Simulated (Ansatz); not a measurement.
# H4OSSn (SMILES O[S][SnH3]): one structure at several levels

One table from this session's results is given with a row withheld; the runs are named, their logs left out.

Computed with Ansatz 0.2.0, Gaussian basis. Level: single points in def2-TZVPP.

Correlated methods freeze the cores. Filled d shells of the heavier atoms are correlated. Core potentials replace the inner electrons past krypton, and spin-orbit coupling is left out. B3LYP uses VWN-RPA correlation.

## Starting geometry

SMILES `O[S][SnH3]`, 7 atoms, charge 0, spin multiplicity 1.

Atoms are counted from 1 here; the program's logs count them from 0.

Bond lengths: O1–S2 1.740 Å, O1–H4 0.990 Å, S2–Sn3 2.529 Å, Sn3–H5 1.707 Å, Sn3–H6 1.650 Å, Sn3–H7 1.720 Å. Angles: S2–O1–H4 101.8°, O1–S2–Sn3 100.9°, S2–Sn3–H5 110.8°, S2–Sn3–H6 106.0°, S2–Sn3–H7 102.7°, H5–Sn3–H6 120.6°, H5–Sn3–H7 111.3°, H6–Sn3–H7 103.9°.

Coordinates:

```
atom    x (Å)    y (Å)    z (Å)
  O1  -1.1493  -1.5363   1.0341
  S2  -1.5263  -0.2407  -0.0647
 Sn3   0.7338   0.8735  -0.2849
  H4  -1.1115  -2.3151   0.4238
  H5   0.6615   2.1810  -1.3804
  H6   1.2810   1.0984   1.2550
  H7   1.7229  -0.3960  -0.8929
```

The first run:

Contents of run/in.yaml:

```yaml
crystal:
  periodic: [false, false, false]
  atoms:
    - {symbol: O, position_ang: [-1.149300, -1.536300, 1.034100]}
    - {symbol: S, position_ang: [-1.526300, -0.240700, -0.064700]}
    - {symbol: Sn, position_ang: [0.733800, 0.873500, -0.284900]}
    - {symbol: H, position_ang: [-1.111500, -2.315100, 0.423800]}
    - {symbol: H, position_ang: [0.661500, 2.181000, -1.380400]}
    - {symbol: H, position_ang: [1.281000, 1.098400, 1.255000]}
    - {symbol: H, position_ang: [1.722900, -0.396000, -0.892900]}
basis:
  gaussian: {orbitals: def2-TZVPP}
correlation: {method: ccsd_t}
output: {forces: true}
```

The command line of these runs was not kept.

Among the steps run: CCSD(T)/def2-TZVPP; PBE0-D4/def2-TZVPP; wB97M-V/def2-TZVPP; r2SCAN-D4/def2-TZVPP; PBE-D4/def2-TZVPP; SPW92/def2-TZVPP; B3LYP-D4/def2-TZVPP.

One of the session's tables, all rows but one given; the rest of the session is left out.

| method | RMS force component (eV/Å) | angle to CCSD(T) forces (°) | dipole (D) |
| --- | --- | --- | --- |
| CCSD(T) | 0.609 | reference | 2.02 |
| PBE0-D4 | ? | ? | ? |
| wB97M-V | 0.669 | 8.4 | 2.11 |
| r2SCAN-D4 | 0.597 | 8.0 | 1.88 |
| PBE-D4 | 0.500 | 19.5 | 1.75 |
| SPW92 | 0.590 | 25.1 | 1.82 |
| B3LYP-D4 | 0.596 | 10.8 | 1.96 |

Estimate the missing values for PBE0-D4.

The run gave: RMS force component (eV/Å): 0.686; angle to CCSD(T) forces (°): 12.6; dipole (D): 2.00. In the column «RMS force component (eV/Å)» it is the highest.
